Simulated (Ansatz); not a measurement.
A nudged elastic band was laid between two geometries of a periodic cell of 17 atoms, W16C (host W, host structure bcc, interstitial C).

Theory: DFT PBE, scalar-relativistic, plane waves, PAW in Ansatz 0.2.0. Settings: PAW set soft_1, cutoff 420 eV, k mesh 3x3x3, gaussian smearing 0.05 eV, no spin polarisation.

```yaml
movable_images: 5
climbing_image: yes
spring: 5.0 eV/Å²
optimiser: quadratic models (default)
start_path: IDPP
force_threshold: 0.03 eV/Å
iteration_limit: 68
end_points: relaxed
```

Initial state:

```xyz
17
Lattice="6.3200 0.0000 0.0000 0.0000 6.3200 0.0000 0.0000 0.0000 6.3200" Properties=species:S:1:pos:R:3
W 0.109 -0.067 0.002
W 3.143 -0.066 0.002
W 0.109 3.218 0.002
W 0.030 0.009 3.162
W 1.626 1.575 1.568
W 3.142 3.217 0.002
W 3.222 0.011 3.162
W 4.787 1.576 1.275
W 0.032 3.141 3.162
W 1.627 4.736 1.608
W 1.626 1.575 4.755
W 3.221 3.141 3.162
W 4.785 4.736 1.567
W 4.787 1.575 5.051
W 1.627 4.736 4.716
W 4.785 4.735 4.758
C 4.787 1.576 3.163
```

Final state:

```xyz
17
Lattice="6.3200 0.0000 0.0000 0.0000 6.3200 0.0000 0.0000 0.0000 6.3200" Properties=species:S:1:pos:R:3
W 0.000 -0.013 -0.044
W 3.160 0.027 -0.044
W 0.000 3.177 -0.044
W 0.000 -0.307 3.116
W 1.565 1.582 1.551
W 3.160 3.136 -0.044
W 3.160 -0.012 3.116
W 4.755 1.582 1.551
W 0.000 3.470 3.116
W 1.643 4.742 1.474
W 1.565 1.582 4.681
W 3.160 3.176 3.116
W 4.677 4.742 1.474
W 4.755 1.582 4.681
W 1.643 4.742 4.759
W 4.677 4.742 4.759
C 6.320 1.582 3.116
```

(1) Which bonds break or form, and what moves?

(2) Give the energies along the band, and the barrier.

(3) What is the geometry of the highest image?

Results:

(1) The atom that moves furthest is C17, by 1.53 Å; four of its nearest neighbours are W14 1.89, W8 1.89, W4 2.21, W7 2.21 Å at the first end and W4 1.89, W9 1.89, W5 2.21, W8 2.21 Å at the last.

(2) The forces met the threshold. The highest image is number 3 of 0 to 6, 1.56 eV above the ends, which have the same energy within 2 meV. By the program's own check the climbing image is a first-order saddle point (lowest curvatures found: -6.94 and 4.63 eV/Å²). Limits of this set-up: coarse k mesh, a small cell, in which the defect meets its images, a typed lattice constant that wasn't relaxed here.

| image | path coordinate (Å) | energy (eV) | W7–C17 (Å) | W12–C17 (Å) | W5–C17 (Å) |
| --- | --- | --- | --- | --- | --- |
| 0 | 0.00 | 0.00 | 2.21 | 2.21 | 3.54 |
| 1 | 0.29 | 0.37 | 2.40 | 2.40 | 3.30 |
| 2 | 0.58 | 1.15 | 2.62 | 2.62 | 3.07 |
| 3 | 0.86 | 1.56 | 2.84 | 2.84 | 2.84 |
| 4 | 1.15 | 1.16 | 3.07 | 3.07 | 2.62 |
| 5 | 1.44 | 0.37 | 3.30 | 3.30 | 2.40 |
| 6 | 1.73 | 0.00 | 3.54 | 3.54 | 2.21 |

(3) 
```xyz
17
Lattice="6.3200 0.0000 0.0000 0.0000 6.3200 0.0000 0.0000 0.0000 6.3200" Properties=species:S:1:pos:R:3
W 0.041 -0.033 -0.021
W 3.117 -0.020 -0.021
W 0.040 3.189 -0.021
W 0.041 -0.199 3.139
W 1.602 1.580 1.571
W 3.117 3.177 -0.021
W 3.184 0.009 3.140
W 4.743 1.577 1.360
W 0.044 3.358 3.140
W 1.668 4.739 1.541
W 1.602 1.580 4.707
W 3.186 3.148 3.140
W 4.746 4.738 1.527
W 4.743 1.578 4.918
W 1.668 4.739 4.738
W 4.746 4.739 4.752
C 5.552 1.581 3.139
```

The run took 9.6 min on 4 threads of INTEL(R) XEON(R) PLATINUM 8581C CPU @ 2.10GHz (Emerald Rapids), on a shared host, peak memory 3.3 GiB.
